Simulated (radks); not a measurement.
**Excited configurations of Pt**

An exercise on one series of results from a longer session: the logs are not shown, and one member is left open.

Program: radks (a radial shooting solver on a logarithmic mesh, Libxc functionals) version 1. Level of theory: scalar-relativistic Kohn-Sham, SCAN, spin-polarised, spherical densities, finite nucleus; open shells are filled with parallel spins first. These are calculated values, not measurements, unless marked.

1 further run of the same task is left out (it didn't finish).

### What is computed

* element: platinum (Z = 78)
* charge: 0
* electrons: 78
* configuration: [Xe] 4f14 5d9 6s1
* nuclear rms radius: 5.427 fm

Outer shells as boxes (Hund's rule):

Pt
```
[Xe] core
4f [↑↓][↑↓][↑↓][↑↓][↑↓][↑↓][↑↓]
5d [↑↓][↑↓][↑↓][↑↓][↑ ]
6s [↑ ]
```

The first run:

Input:

```text
Z 78
configuration [Xe] 4f14 5d9 6s1
relativity scalar-relativistic
functional scan,scan
spin polarised
nucleus finite rms 5.427 fm
c 137.035999084
```

Steps of the session up to this table: Ground configuration: [Xe] 4f14 5d9 6s1.

One table of the session follows, with a row left open; its other results are not shown here.

It belongs to the step «Ground configuration: [Xe] 4f14 5d9 6s1». Sizes of the orbitals, from the radial functions (bohr):

| level | <r> | outermost maximum (interpolated) | 90 % within | nodes |
| --- | --- | --- | --- | --- |
| 4f up | 0.5164 | 0.386 | 0.833 | 0 |
| 4f down | 0.5159 | 0.386 | 0.832 | 0 |
| 5p up | 1.105 | 0.980 | 1.61 | 3 |
| 5p down | 1.104 | 0.979 | 1.61 | 3 |
| 5d up | ? | ? | ? | ? |
| 6s up | 2.872 | 2.38 | 4.28 | 5 |
| 5d down | 1.681 | 1.25 | 2.68 | 2 |
| 6s down | 2.931 | 2.36 | 4.45 | 5 |

**Question.** Estimate the row for 5d up.

**Answer.** <r>: 1.705; outermost maximum (interpolated): 1.26; 90 % within: 2.73; nodes: 2. In the column «<r>» it lies between 5d down (1.681) and 6s up (2.872).

To keep in mind: Open shells are spherical and high-spin; term and fine-structure splittings are not resolved.
